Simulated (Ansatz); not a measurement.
# BGeH₅S (SMILES [BH2][GeH2][SH]): one structure at several levels

The task here is to estimate one member of a computed series from the others.

Computed with Ansatz 0.2.0, Gaussian basis. Level: single points in def2-TZVPP.

Correlated methods freeze the cores. Filled d shells of the heavier atoms are correlated.

## The system as given

SMILES `[BH2][GeH2][SH]`, 8 atoms, charge 0, spin multiplicity 1.

Atoms are counted from 1 here; the program's logs count them from 0.

Bond lengths: B1–Ge2 1.920 Å, B1–H4 0.890 Å, B1–H5 1.179 Å, Ge2–S3 2.236 Å, Ge2–H6 1.495 Å, Ge2–H7 1.553 Å, S3–H8 1.206 Å. Angles: Ge2–B1–H4 120.8°, Ge2–B1–H5 119.6°, H4–B1–H5 119.6°, B1–Ge2–S3 111.2°, B1–Ge2–H6 133.0°, B1–Ge2–H7 120.9°, S3–Ge2–H6 94.5°, S3–Ge2–H7 101.3°, H6–Ge2–H7 89.6°, Ge2–S3–H8 93.4°.

Geometry (Å):

```xyz
8

B    -1.0375    1.0304   -0.8448
Ge    0.4611    0.0806   -0.1097
S    -0.2114   -1.5406    1.2763
H    -1.4416    0.7418   -1.5833
H    -1.4500    1.9855   -0.2895
H     1.6112    0.4983    0.7494
H     1.4442   -0.6940   -1.0296
H     0.8473   -2.1166    1.2303
```

The first run:

Contents of run/in.yaml:

```yaml
crystal:
  periodic: [false, false, false]
  atoms:
    - {symbol: B, position_ang: [-1.037500, 1.030400, -0.844800]}
    - {symbol: Ge, position_ang: [0.461100, 0.080600, -0.109700]}
    - {symbol: S, position_ang: [-0.211400, -1.540600, 1.276300]}
    - {symbol: H, position_ang: [-1.441600, 0.741800, -1.583300]}
    - {symbol: H, position_ang: [-1.450000, 1.985500, -0.289500]}
    - {symbol: H, position_ang: [1.611200, 0.498300, 0.749400]}
    - {symbol: H, position_ang: [1.444200, -0.694000, -1.029600]}
    - {symbol: H, position_ang: [0.847300, -2.116600, 1.230300]}
basis:
  gaussian: {orbitals: def2-TZVPP}
correlation: {method: ccsd_t}
output: {forces: true}
```

The command line of these runs was not kept.

Among the steps run: CCSD(T)/def2-TZVPP; PBE0-D4/def2-TZVPP; wB97M-V/def2-TZVPP; r2SCAN-D4/def2-TZVPP; PBE-D4/def2-TZVPP; HSE06-D4/def2-TZVPP; SPW92/def2-TZVPP.

One of the session's tables, all rows but one given; the rest of the session is left out.

| method | RMS force component (eV/Å) | angle to CCSD(T) forces (°) | dipole (D) |
| --- | --- | --- | --- |
| CCSD(T) | 4.917 | reference | 1.94 |
| PBE0-D4 | 4.914 | 1.1 | 1.88 |
| wB97M-V | 4.843 | 0.5 | 2.01 |
| r2SCAN-D4 | 4.897 | 1.2 | 1.79 |
| PBE-D4 | 4.914 | 2.7 | 1.62 |
| HSE06-D4 | ? | ? | ? |
| SPW92 | 4.959 | 3.6 | 1.54 |

**Question.** Estimate the row for HSE06-D4.

**Answer.** RMS force component (eV/Å): 4.915; angle to CCSD(T) forces (°): 1.1; dipole (D): 1.87. In the column «RMS force component (eV/Å)» it lies between PBE-D4 (4.914) and CCSD(T) (4.917).
